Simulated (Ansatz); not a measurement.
# YBPd3, space group Pm-3m: a scan of the energy under strain

Program: Ansatz 0.2.0 through its Python package.

Notebook, run cell by cell (the value of a cell's last expression is shown):

In [1]:
```python
import warnings

import ansatz
import numpy as np
```

In [2]:
```python
VECTORS = np.array([
    [4.32504, 0.0, 0.0],
    [0.0, 4.32504, 0.0],
    [0.0, 0.0, 4.32504],
])
SITES = [
    ("Y", (0.0, 0.0, 0.0)),
    ("B", (0.5, 0.5, 0.5)),
    ("Pd", (0.0, 0.5, 0.5)),
    ("Pd", (0.5, 0.5, 0.0)),
    ("Pd", (0.5, 0.0, 0.5)),
]
```

In [3]:
```python
def build(cell):
    crystal = ansatz.Crystal(lattice=ansatz.Lattice.of(cell))
    for symbol, position in SITES:
        crystal = crystal.atom(symbol, position)
    return crystal
```

In [4]:
```python
warnings.simplefilter("ignore", ansatz.DeckWarning)
```

In [5]:
```python
# clamped ions: the fractional positions stay as typed
values = np.linspace(-0.01, 0.01, 7)
energies = []
for d in values:
    strain = np.diag([d, d, (1 + d) ** -2 - 1])
    cell = VECTORS @ (np.eye(3) + strain)
    setup = build(cell).calculation()
    setup = setup.pseudopotentials("paw")
    setup = setup.occupations("fermi_dirac", width=0.1).functional("pbesol")
    setup = setup.basis(520)
    setup = setup.kpoints(8, 8, 8)
    report = setup.run(threads=1).report
    energies.append(report["free_energy_ev"] / len(SITES))
    print(f"d = {d:+.4f}  F = {energies[-1]:.5f} eV/atom")
energies = np.array(energies)
```
```text
d = -0.0100  F = -4934.16919 eV/atom
d = -0.0067  F = -4934.17107 eV/atom
d = -0.0033  F = -4934.17222 eV/atom
d = +0.0000  F = -4934.17260 eV/atom
d = +0.0033  F = -4934.17221 eV/atom
d = +0.0067  F = -4934.17102 eV/atom
d = +0.0100  F = -4934.16903 eV/atom
```

In [6]:
```python
for value, e in zip(values, energies):
    print(f"strain {value:7.3f}   E - Emin = {1000 * (e - energies.min()):9.3f} meV/atom")
np.savetxt("strain.csv", np.column_stack([values, energies]), fmt="%.6f", delimiter=",", header="strain,energy_eV_per_atom")
curvature = 2 * np.polyfit(values, energies, 3)[1]
volume = abs(np.linalg.det(VECTORS)) / len(SITES)
print(f"d2E/dd2 over the volume: {curvature / volume * 160.21766:.1f} GPa")
```
```text
strain  -0.010   E - Emin =     3.416 meV/atom
strain  -0.007   E - Emin =     1.530 meV/atom
strain  -0.003   E - Emin =     0.386 meV/atom
strain   0.000   E - Emin =     0.000 meV/atom
strain   0.003   E - Emin =     0.391 meV/atom
strain   0.007   E - Emin =     1.578 meV/atom
strain   0.010   E - Emin =     3.578 meV/atom
d2E/dd2 over the volume: 692.5 GPa
```

`strain.csv`, as written:
```csv
# strain,energy_eV_per_atom
-0.010000,-4934.169188
-0.006667,-4934.171073
-0.003333,-4934.172218
0.000000,-4934.172603
0.003333,-4934.172212
0.006667,-4934.171025
0.010000,-4934.169026
```

Against the unstrained cell the energy per atom changes by +3.42 meV at one end of the scan and +3.58 meV at the other, and its second derivative over the volume is 692.5 GPa.

Notes:
- Total energies depend on the potentials; only differences at equal settings carry meaning.
- The curvature belongs to this strain pattern and to the cell's stress; it equals a single elastic constant only for simple patterns.
- In a metal a curvature from energy changes of a few meV or less hangs on mesh and smearing, in size and even in sign.
- This cell is a computed structure, which may not be the phase found in nature.
- The ions keep their fractional positions (clamped ions).
- The whole script took 80 s on 1 thread of Intel(R) Xeon(R) Platinum 8175M CPU @ 2.50GHz (Skylake/Cascade Lake), on a shared host, peak memory 0.6 GiB.
